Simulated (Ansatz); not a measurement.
# B3LYP/6-31G(d) (spherical functions) run of C5H12Si (vinyltrimethylsilane)

Aim: the electronic atomisation energy of C5H12Si (vinyltrimethylsilane) at B3LYP/6-31G* (spherical functions), from 4 runs. 

Program for the calculation: Ansatz 0.2.0.

31 further runs of the same task are left out: 31 set aside as unsound or not needed.

## 1. The system as given

The species is C5H12Si (18 atoms), meant as a singlet with charge 0. SMILES: `C=C[Si](C)(C)C`. The shape is that of a PBE0-D4/def2-TZVP optimisation. This is one conformer, not always the lowest.

Some bond lengths: C1–C2 1.330 Å, C2–Si3 1.869 Å, Si3–C4 1.873 Å, Si3–C5 1.875 Å, Si3–C6 1.875 Å, C1–H7 1.087 Å, C1–H8 1.087 Å, C2–H9 1.091 Å, C4–H10 1.093 Å, C4–H11 1.093 Å, C4–H12 1.093 Å, C5–H13 1.093 Å, C5–H14 1.094 Å, C5–H15 1.093 Å, C6–H16 1.093 Å, C6–H17 1.093 Å. Some angles: C1–C2–Si3 124.8°, C2–Si3–C4 109.7°, C2–Si3–C5 108.9°, C2–Si3–C6 108.9°, C4–Si3–C5 110.1°, C4–Si3–C6 110.1°, C5–Si3–C6 109.2°, C1–C2–H9 117.2°, Si3–C2–H9 118.0°, C2–C1–H7 122.5°.

## 2. A single-point energy at B3LYP/6-31G(d) (spherical functions)

Input file input.yaml:

```yaml
crystal:
  periodic: [false, false, false]
  atoms:
    - symbol: C
      position_ang: [-2.463470, -0.560850, 0.441110]
    - symbol: C
      position_ang: [-1.600000, 0.041460, -0.372240]
    - symbol: Si
      position_ang: [0.250010, 0.097990, -0.111240]
    - symbol: C
      position_ang: [0.693770, -0.817270, 1.461280]
    - symbol: C
      position_ang: [0.791320, 1.889350, 0.012330]
    - symbol: C
      position_ang: [1.095130, -0.702450, -1.581740]
    - symbol: H
      position_ang: [-3.533840, -0.570330, 0.252000]
    - symbol: H
      position_ang: [-2.138230, -1.076560, 1.340760]
    - symbol: H
      position_ang: [-2.008990, 0.536650, -1.254490]
    - symbol: H
      position_ang: [0.218540, -0.365270, 2.335650]
    - symbol: H
      position_ang: [1.775050, -0.792910, 1.621980]
    - symbol: H
      position_ang: [0.389440, -1.865980, 1.413780]
    - symbol: H
      position_ang: [0.321910, 2.383320, 0.866720]
    - symbol: H
      position_ang: [1.875770, 1.963820, 0.132240]
    - symbol: H
      position_ang: [0.516990, 2.446350, -0.887640]
    - symbol: H
      position_ang: [0.807560, -1.752570, -1.676110]
    - symbol: H
      position_ang: [0.825840, -0.197420, -2.513330]
    - symbol: H
      position_ang: [2.183160, -0.657310, -1.481070]
basis:
  gaussian:
    orbitals: 6-31G_st_-spherical.json
total_charge: 0
hamiltonian:
  xc: {name: B3LYP}
accuracy: high
output: {orbitals: {seedname: orbitals}}
```

The basis set 6-31G* is read from a file made from the Basis Set Exchange's data (not shown).

The run is started by

```bash
$ ansatz run input.yaml --threads 1 --pin off --max-ram 3480MiB --events-out events.jsonl --progress --plain --runs-dir runs
```

The log of the run:

```text
Warning: RAYON_NUM_THREADS=1 ignored (pool sized by the plan → 1); use --threads N
Functional definition: B3LYP
  name "B3LYP"
  parameter a0 = 0.2
  parameter ax = 0.72
  parameter ac = 0.81
  exchange = (1 - a0 - ax)*slater_x + ax*b88_x + a0*exact_x
  correlation = (1 - ac)*vwn_rpa_c + ac*lyp_c
2859 factors; integrals over basis functions are off by at most 4.2e-9 eV
mean field evaluation 1: about -13244.4582 eV, gradient 7.7e1 eV
mean field evaluation 2: about -13240.9204 eV, gradient 8.2e1 eV
mean field evaluation 4: about -13258.6502 eV, gradient 4.7e0 eV
mean field evaluation 8: about -13259.0180 eV, gradient 1.1e-1 eV
mean field evaluation 16: about -13259.0180 eV, gradient 3.1e-5 eV
mean field -13259.01804330 eV, -487.2599258061 hartree, gradient 8.3e-8 eV, S^2 0.000000; 0 other end points of the search recorded, 0 dependent functions left out
reference -13259.01808836 eV, -487.2599274619 hartree; 28, 28 occupied and 84, 84 virtual orbitals, 2859 factors
Total energy: -13259.01808836 eV, -487.2599274619 hartree
```

Run time: 10 s. Hardware: 1 thread of Intel Xeon 6975P-C (Granite Rapids), shared host; peak memory 0.52 GiB.

## 3. The C atom at the same level

Input file molecule.yaml:

```yaml
basis:
  gaussian:
    orbitals: 6-31G_st_-spherical.json
crystal:
  periodic: [false, false, false]
  atoms:
    - {symbol: C, position_ang: [0.000000, 0.000000, 0.000000]}
magnetization:
  spin_polarized: true
  initial_magnetization: 2
hamiltonian:
  xc: {name: B3LYP}
accuracy: high
```

The basis set 6-31G* is read from a file made from the Basis Set Exchange's data (not shown).

Run the same way, it converges to -37.84469 Eh (log not shown).

## 4. The H atom at the same level

Input file run.yaml:

```yaml
crystal:
  periodic: [false, false, false]
  atoms:
    - {symbol: H, position_ang: [0.000000, 0.000000, 0.000000]}
basis:
  gaussian:
    orbitals: "6-31G*"
magnetization:
  spin_polarized: true
  initial_magnetization: 1
hamiltonian:
  xc: {name: B3LYP}
accuracy: high
```

Run the same way, it converges to -0.50027 Eh (log not shown).

## 5. The Si atom

Input file input.yaml:

```yaml
crystal:
  periodic: [false, false, false]
  atoms:
    - symbol: Si
      position_ang: [0.000000, 0.000000, 0.000000]
basis:
  gaussian: {orbitals: 6-31G_st_-spherical.json}
accuracy: high
magnetization: {spin_polarized: true, initial_magnetization: 2}
hamiltonian: {xc: {name: B3LYP}}
```

The basis set 6-31G* is read from a file made from the Basis Set Exchange's data (not shown).

Run the same way, it converges to -289.36979 Eh (log not shown).

## 6. Summary of results

At B3LYP/6-31G* (spherical functions):

```
                     quantity          value
       molecule: total energy  -487.25993 Eh
        molecule: HOMO energy       -7.04 eV
        molecule: LUMO energy        0.20 eV
      molecule: HOMO–LUMO gap        7.24 eV
         C atom: total energy   -37.84469 Eh
                 C atom: ⟨S²⟩          2.002
         H atom: total energy    -0.50027 Eh
                 H atom: ⟨S²⟩          0.750
        Si atom: total energy  -289.36979 Eh
                Si atom: ⟨S²⟩          2.002
electronic atomisation energy      72.475 eV
```

What this shows: Taking the molecule apart into free atoms costs 72.47 eV (6993 kJ/mol), before zero-point energy and without spin-orbit coupling.
